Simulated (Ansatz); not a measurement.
# Alloy of ZnGa2O4 and ZnAl2O4 (11 of 16 Ga sites exchanged), 56 atoms

Aim: relax the alloy cell and compare the gap by PBEsol and HSE06.

Program: Ansatz 0.2.0, PAW, plane waves. These are calculated values, not measurements.

**1. The system as built**

56 atoms (8 Zn, 11 Al, 32 O, 5 Ga); a = 8.168 Å, b = 8.168 Å, c = 8.168 Å, α = 90.00°, β = 90.00°, γ = 90.00°. All atoms were shaken off their sites by about 0.02 Å along each axis.

The runs, in order: (2) PBEsol cell relaxation at the single k point (¼, ¼, ¼), on 7 threads of Arm Neoverse-V2; (3) HSE06 single point at the Γ point alone, on 7 threads of Arm Neoverse-V2.

**2. Relaxing cell and atoms with PBEsol**

Contents of in.yaml:

```yaml
crystal:
  lattice:
    - [8.168062, 0.000000, 0.000000]
    - [0.000000, 8.168062, 0.000000]
    - [0.000000, 0.000000, 8.168062]
  atoms:
    - { symbol: Zn, position: [0.871635, 0.374727, 0.376760] }
    - { symbol: Zn, position: [0.379603, 0.873560, 0.374569] }
    - { symbol: Zn, position: [0.376038, 0.373509, 0.878406] }
    - { symbol: Zn, position: [0.126712, 0.125660, 0.124734] }
    - { symbol: Zn, position: [0.873245, 0.873229, 0.874880] }
    - { symbol: Zn, position: [0.626644, 0.624788, 0.121433] }
    - { symbol: Zn, position: [0.628028, 0.126182, 0.624288] }
    - { symbol: Zn, position: [0.129849, 0.628407, 0.623590] }
    - { symbol: Al, position: [0.495930, 0.998724, 0.000802] }
    - { symbol: Al, position: [0.998675, 0.497048, 0.999125] }
    - { symbol: Al, position: [0.251856, 0.755185, 0.001118] }
    - { symbol: Al, position: [0.000931, 0.997945, 0.502141] }
    - { symbol: Al, position: [0.250455, 0.253689, 0.498344] }
    - { symbol: Al, position: [0.253773, 0.497449, 0.251475] }
    - { symbol: Al, position: [0.501976, 0.254633, 0.250498] }
    - { symbol: Al, position: [0.749242, 0.748892, 0.501132] }
    - { symbol: Al, position: [0.249307, 0.003642, 0.748750] }
    - { symbol: Al, position: [0.001155, 0.752215, 0.249112] }
    - { symbol: Al, position: [0.998353, 0.249297, 0.745543] }
    - { symbol: O, position: [0.511336, 0.009107, 0.235395] }
    - { symbol: O, position: [0.737006, 0.235730, 0.237041] }
    - { symbol: O, position: [0.516765, 0.230550, 0.014335] }
    - { symbol: O, position: [0.738122, 0.010890, 0.010845] }
    - { symbol: O, position: [0.012876, 0.512367, 0.235397] }
    - { symbol: O, position: [0.238011, 0.739609, 0.232605] }
    - { symbol: O, position: [0.013497, 0.734927, 0.008700] }
    - { symbol: O, position: [0.242294, 0.513428, 0.015928] }
    - { symbol: O, position: [0.012571, 0.012299, 0.738568] }
    - { symbol: O, position: [0.236074, 0.235327, 0.739270] }
    - { symbol: O, position: [0.015725, 0.240260, 0.517168] }
    - { symbol: O, position: [0.233591, 0.010706, 0.509421] }
    - { symbol: O, position: [0.264334, 0.264120, 0.265522] }
    - { symbol: O, position: [0.488967, 0.489063, 0.264286] }
    - { symbol: O, position: [0.483421, 0.261615, 0.488382] }
    - { symbol: O, position: [0.265810, 0.485221, 0.486825] }
    - { symbol: O, position: [0.514994, 0.513687, 0.737162] }
    - { symbol: O, position: [0.735465, 0.737503, 0.731851] }
    - { symbol: O, position: [0.510810, 0.737892, 0.514736] }
    - { symbol: O, position: [0.736473, 0.515339, 0.513950] }
    - { symbol: O, position: [0.764028, 0.759479, 0.266089] }
    - { symbol: O, position: [0.987096, 0.985567, 0.266484] }
    - { symbol: O, position: [0.987685, 0.765101, 0.485012] }
    - { symbol: O, position: [0.765808, 0.987996, 0.484388] }
    - { symbol: O, position: [0.765034, 0.264199, 0.762759] }
    - { symbol: O, position: [0.985127, 0.482741, 0.759614] }
    - { symbol: O, position: [0.989245, 0.263220, 0.988614] }
    - { symbol: O, position: [0.765898, 0.484195, 0.985040] }
    - { symbol: O, position: [0.260247, 0.762558, 0.758990] }
    - { symbol: O, position: [0.485547, 0.987392, 0.763346] }
    - { symbol: O, position: [0.485555, 0.760333, 0.987867] }
    - { symbol: O, position: [0.263234, 0.987076, 0.986511] }
    - { symbol: Ga, position: [0.749957, 0.252778, 0.000109] }
    - { symbol: Ga, position: [0.746365, 0.996812, 0.248296] }
    - { symbol: Ga, position: [0.504147, 0.500000, 0.502198] }
    - { symbol: Ga, position: [0.750599, 0.498887, 0.751613] }
    - { symbol: Ga, position: [0.499791, 0.751351, 0.750062] }
  symmetry: { detect: false }
kpoints:
  mp_grid: { grid: [1, 1, 1], shift: [0.25, 0.25, 0.25] }
hamiltonian:
  xc: pbesol
scf:
  occupations: { method: fermi_dirac, width: 0.01 }
relax:
  f_tol: 0.03
  max_steps: 80
  escape_saddle: false
  adjacent_minimum: "off"
  cell: { fix: [shape] }
output:
  forces: true
  eigenvalues: true
  populations: true
```

The run is started by

```console
ansatz run in.yaml --threads 7 --pin off --max-ram 13300MiB --runs-dir r --events-out ev --progress --plain
```

After this run come: HSE06 single point.

What does the calculation give? Wanted: for each run, top filled to lowest empty.

As calculated:

| level | time | k points | top filled to lowest empty (eV) |
| --- | --- | --- | --- |
| PBEsol, relaxation | 28 s (7 CPU threads) | (¼, ¼, ¼) | 4.49 |
| HSE06 | 1.8 min (7 CPU threads) | Γ | 5.44 |

```
     quantity                                                                      value
   relaxation                                           5 recorded steps, 1.15 eV gained
largest shift                                                               0.11 Å (O45)
 relaxed cell  a = 8.170 Å, b = 8.170 Å, c = 8.170 Å, α = 90.00°, β = 90.00°, γ = 90.00°
   mean bonds                                       Al–O 1.921, Ga–O 1.987, O–Zn 1.955 Å
```

**What this shows.** The relaxation lowers the energy by 1.15 eV; the largest shift is 0.11 Å (O45), while the volume changes by +0.1 %. The mean lengths of the listed bonds run from Al–O 1.92 Å to Ga–O 1.99 Å. Rows on different k points differ by sampling as well as by level. With one k point the spacing samples only the states that fold onto it, so it can exceed the gap over the zone.
